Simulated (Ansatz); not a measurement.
# Ni: the cost of one run

Method: DFT, LDA, PAW with Ansatz's default frozen-core files, scalar-relativistic, in Ansatz 0.2.0.

**1. The structure to begin with**

It takes space group Im-3m (No. 229, cubic). Conventional cell: a = 2.767 Å, b = 2.767 Å, c = 2.767 Å, α = 90.00°, β = 90.00°, γ = 90.00°. Ni (site symmetry m-3m) is surrounded by 8 Ni at 2.40 Å.

Coordinates:

```
CELL_PARAMETERS angstrom
2.76743 0.00000 0.00000
0.00000 2.76743 0.00000
0.00000 0.00000 2.76743
ATOMIC_POSITIONS crystal
Ni 0.00000 0.00000 0.00000
Ni 0.50000 0.50000 0.50000
```

In patterns such as +-, the signs follow the magnetic atoms in the order of the input.

Atoms are numbered in the order of the input: Ni1, Ni2.

**2. Parallel moments, PAW**

The input, input.yaml:

```yaml
crystal:
  lattice:
    - [2.76743094, 0.0, 0.0]
    - [0.0, 2.76743094, 0.0]
    - [0.0, 0.0, 2.76743094]
  atoms:
    - { symbol: Ni, position: [0.0, 0.0, 0.0], spin: 1.5 }
    - { symbol: Ni, position: [0.5, 0.5, 0.5], spin: 1.5 }
magnetization:
  spin_polarized: true
kpoints:
  mp_grid: { grid: [11, 11, 11] }
scf:
  occupations: { method: fermi_dirac, width: 0.05 }
  lower_state_search: "off"
hamiltonian:
  xc: lda
  pseudopotentials: { kind: paw }
output:
  forces: true
  stress: true
  eigenvalues: true
  write_density: true
  write_potential: true
  elf: true
  volumetric_format: npy
```

The run is started by

```
> ansatz run input.yaml --threads 2 --pin off --max-ram 4096MiB --backend cpu --events-out ev --progress --plain --runs-dir out
```

What time and memory should one allow on 2 threads of Arm Neoverse V1, shared host?

About 3.4 s, with a peak of 0.29 GiB.
